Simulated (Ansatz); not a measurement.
# Relaxation of ZrGeO, part 2 of 2

The start is ZrGeO, a structure type of another compound, with these elements put in. Where does it settle when we relax cell and atoms at 5 GPa, and what is it like there?

Ansatz 0.2.0; DFT, r2SCAN, no spin polarisation, plane waves, PAW. Relaxing cell and atoms at 5 GPa.

### Step 6. Real-space fields

Maps in the plane spanned by b and c at height 0.000 along a (axes of the input's cell), one cell: b runs left to right (10 points from zero), c bottom to top (22 points), 90° apart. These are the smooth PAW fields, not the true ones near the nuclei.

Valence density. Ten steps from '0' (0.06 e/Å³) to '9' (57.10 e/Å³), finer at the low end (step k begins (100^(k/10) - 1)/99 of the way up):
```
7510000015
2210000012
1100000001
0000000000
0000000000
0000111000
0001232100
0002454200
0002454200
0001343100
0000121000
0000111000
0001232100
0003444300
0013434310
0013444310
0001333100
0000111000
1100000001
2210000012
7521000125
9721000127
```

ELF. Ten even steps from '0' (0.03) to '9' (0.83):
```
0033212330
3444101444
6663000366
8841000148
6510111015
3214787412
1138999831
0169858961
0169838961
0048999840
0014787410
0000121000
0005888500
0039969930
1159606951
3139848931
6426999624
8842232248
6774101477
3455212554
0034323430
8024313420
```

Atoms within 0.2 Å of the plane, in fractions of b and c: Zr at (0.50, 0.31), O at (0.50, 0.61), Ge at (0.00, 0.00).

At the density minimum on some short contacts:

```tsv
contact	length (Å)	minimum at (fraction)	density (e/Å³)	ELF
Zr1–O3	2.138	0.53	0.606	0.23
Ge5–Ge6	2.379	0.50	0.508	0.59
```

```
fraction  Zr1–O3  Ge5–Ge6
     0.2    4.01     5.51
     0.3    2.67     1.15
     0.4    1.17    0.583
     0.5   0.616    0.508
     0.6   0.813    0.584
     0.7    1.78     1.15
     0.8    4.26     5.49
```

(Smooth valence density in e/Å³ at fractions of each contact.)

### Step 7. What came out

This closing draws on all 2 parts.

| quantity | value |
| --- | --- |
| moves | 7 |
| largest move | 0.31 Å (Zr) |
| space group (0.01 Å), before / after | P4/nmm / P4/nmm |
| cell | a = 3.365 Å, b = 3.365 Å, c = 7.235 Å, α = 90.00°, β = 90.00°, γ = 90.00° |
| volume | 13.65 Å³/atom (-21.2 %) |
| pressure at the end | 5.00 GPa |
| character | metal |
| density of states, mean within 0.25 eV of the Fermi level | 0.61 per eV per cell |
| Bader charges | Zr +1.98, O -1.40, Ge -0.58 e |

**Reading.** The volume shrank by 21.2 %, and the largest move of an atom is 0.31 Å apart from the change of the cell. With 16 symmetry operations imposed, the end may be a saddle point towards distortions that break them. It is a metal; within 0.25 eV of the Fermi level the density of states averages 0.61 per eV per cell, mostly Zr d (74 %) and Ge p (12 %). By Bader's partition Zr gives up most (+1.98 e) and O takes most (-1.40 e).
